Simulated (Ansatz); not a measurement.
**Ga4AsP3: the cell at several levels of theory**

Aim: relax Ga4AsP3 as one 8-atom ordering (I-42m) on the zincblende lattice with PBE and r2SCAN and see how far the functionals disagree on the cell. This is a trial cell built on a prototype, not taken from a measured structure, and it needn't be the compound's ground state.

Program: Ansatz 0.2.0. PAW datasets, plane waves, zero pressure. The structure was generated, not taken from experiment, and needn't be the ground state; spin polarisation is off.

## 1. Starting point

This is the cell as the run starts from it, not yet at rest; its lengths are not the crystal's.

Space group I-42m (No. 121), tetragonal; a = 5.279 Å, c = 10.559 Å in the conventional setting, 18.39 Å³ an atom. Near P stand 4 Ga at 2.29 Å; near Ga stand 3 P at 2.29 Å and 1 As at 2.29 Å; near As stand 4 Ga at 2.29 Å.

Structure file:

```
P Ga As
1.0
    -2.63967    2.63967    5.27935
     2.63967   -2.63967    5.27935
     2.63967    2.63967   -5.27935
P Ga As
3 4 1
Direct
  0.25000 0.75000 0.50000
  0.50000 0.50000 0.00000
  0.75000 0.25000 0.50000
  0.87500 0.37500 0.00000
  0.12500 0.12500 0.50000
  0.37500 0.87500 0.00000
  0.62500 0.62500 0.50000
  0.00000 0.00000 0.00000
```

## 2. Relaxing with PBE

The input, input.yaml:

```yaml
crystal:
  lattice:
    - [-2.6396742982, 2.6396742982, 5.2793485965]
    - [2.6396742982, -2.6396742982, 5.2793485965]
    - [2.6396742982, 2.6396742982, -5.2793485965]
  atoms:
    - { symbol: P, position: [0.25, 0.75, 0.5] }
    - { symbol: Ga, position: [0.875, 0.375, 0.0] }
    - { symbol: P, position: [0.5, 0.5, 0.0] }
    - { symbol: Ga, position: [0.125, 0.125, 0.5] }
    - { symbol: P, position: [0.75, 0.25, 0.5] }
    - { symbol: Ga, position: [0.375, 0.875, 0.0] }
    - { symbol: As, position: [0.0, 0.0, 0.0] }
    - { symbol: Ga, position: [0.625, 0.625, 0.5] }
kpoints:
  mp_grid: { grid: [6, 6, 6] }
hamiltonian:
  xc: pbe
scf:
  occupations: { method: fermi_dirac, width: 0.02 }
relax:
  f_tol: 0.005
  cell: {}
output:
  write_density: true
  write_potential: true
  elf: true
  volumetric_format: npy
```

Command:

```bash
ansatz run input.yaml --threads 4 --pin off --max-ram 6451MiB --backend cpu --events-out ev --progress --plain --runs-dir out
```

After this run come: Relaxing with r2SCAN.

Before running it: what results should come out? Wanted: for each run, a; c; volume; space group; SCF geometries.

The runs gave:

```
 level  a (Å)   c (Å)  volume (Å³/atom)  space group  SCF geometries
   PBE  5.564  11.125            21.528        I-42m               8
r2SCAN  5.504  11.006            20.838        I-42m               5
```

**Reading.** The first relaxation changed the volume by +17.0 % from the start. r2SCAN gives the smallest cell and PBE the largest; they differ by 3.3 % in volume, a mean of 1.1 % in length.
